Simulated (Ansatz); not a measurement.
# C2H8O2Si: basis-set convergence

One table from this session's results is given with a row withheld; the runs are named, their logs left out.

The runs use Ansatz 0.2.0, Gaussian basis; one geometry, several basis sets.

The runs, in order: PBE0-D4/def2-SVP; ωB97M-V/def2-SVP; PBE0-D4/def2-QZVPP; ωB97M-V/def2-QZVPP; the functionals' def2-TZVPP values are taken from earlier runs.

## Structure used throughout

An earlier PBE0-D4 in a triple-zeta def2 set relaxation fixed the geometry.

SMILES `COC[SiH2]O`, 13 atoms, charge 0, spin multiplicity 1.

Atoms are counted from 1 here; the program's logs count them from 0.

Bond lengths: C1–O2 1.404 Å, C1–H6 1.099 Å, C1–H7 1.098 Å, C1–H8 1.090 Å, O2–C3 1.422 Å, C3–Si4 1.898 Å, C3–H9 1.094 Å, C3–H10 1.100 Å, Si4–O5 1.647 Å, Si4–H11 1.490 Å, Si4–H12 1.486 Å, O5–H13 0.962 Å. Angles: O2–C1–H6 112.2°, O2–C1–H7 111.2°, O2–C1–H8 107.4°, H6–C1–H7 108.2°, H6–C1–H8 108.8°, H7–C1–H8 109.0°, C1–O2–C3 112.8°, O2–C3–Si4 110.5°, O2–C3–H9 106.1°, O2–C3–H10 110.9°, Si4–C3–H9 108.6°, Si4–C3–H10 113.4°, H9–C3–H10 106.9°, C3–Si4–O5 106.1°, C3–Si4–H11 112.1°, C3–Si4–H12 110.4°, O5–Si4–H11 110.5°, O5–Si4–H12 109.7° and more.

The first run:

Input file in.yaml:

```yaml
crystal:
  periodic: [false, false, false]
  atoms:
    - {symbol: C, position_ang: [-1.275265, -0.830192, 0.931712]}
    - {symbol: O, position_ang: [-0.325472, 0.167143, 1.202808]}
    - {symbol: C, position_ang: [0.913849, -0.059254, 0.542659]}
    - {symbol: Si, position_ang: [0.809645, 0.481835, -1.274023]}
    - {symbol: O, position_ang: [-0.115535, 1.844803, -1.291679]}
    - {symbol: H, position_ang: [-1.511156, -0.899471, -0.139137]}
    - {symbol: H, position_ang: [-0.923803, -1.814493, 1.269239]}
    - {symbol: H, position_ang: [-2.183642, -0.571697, 1.476183]}
    - {symbol: H, position_ang: [1.649477, 0.570123, 1.052959]}
    - {symbol: H, position_ang: [1.242307, -1.100881, 0.669821]}
    - {symbol: H, position_ang: [0.204609, -0.569819, -2.138374]}
    - {symbol: H, position_ang: [2.164578, 0.788253, -1.801070]}
    - {symbol: H, position_ang: [-0.628992, 1.958850, -0.486497]}
basis:
  gaussian: {orbitals: def2-SVP}
hamiltonian: {xc: pbe0, dispersion: d4}
output: {orbitals: {seedname: orbitals}}
```

Run with:

```console
$ ansatz run in.yaml --threads 4 --pin off --events-out ev --progress --plain --max-ram 10444MiB
```

Among the steps run: PBE0-D4 in def2-SVP; ωB97M-V in def2-SVP; PBE0-D4 in def2-QZVPP; ωB97M-V in def2-QZVPP.

One table of the session follows, with a row left open; its other results are not shown here.

```
functional       basis  HOMO (eV)  LUMO (eV)
   PBE0-D4    def2-SVP      -7.18       0.80
   PBE0-D4  def2-TZVPP          ?          ?
   PBE0-D4  def2-QZVPP      -7.32       0.03
   ωB97M-V    def2-SVP      -9.49       2.69
   ωB97M-V  def2-TZVPP      -9.61       1.88
   ωB97M-V  def2-QZVPP      -9.64       1.47
```

Estimate the missing values for PBE0-D4, def2-TZVPP.

The run gave: HOMO (eV): -7.29; LUMO (eV): 0.23. In the column «HOMO (eV)» it lies between PBE0-D4, def2-QZVPP (-7.32) and PBE0-D4, def2-SVP (-7.18).
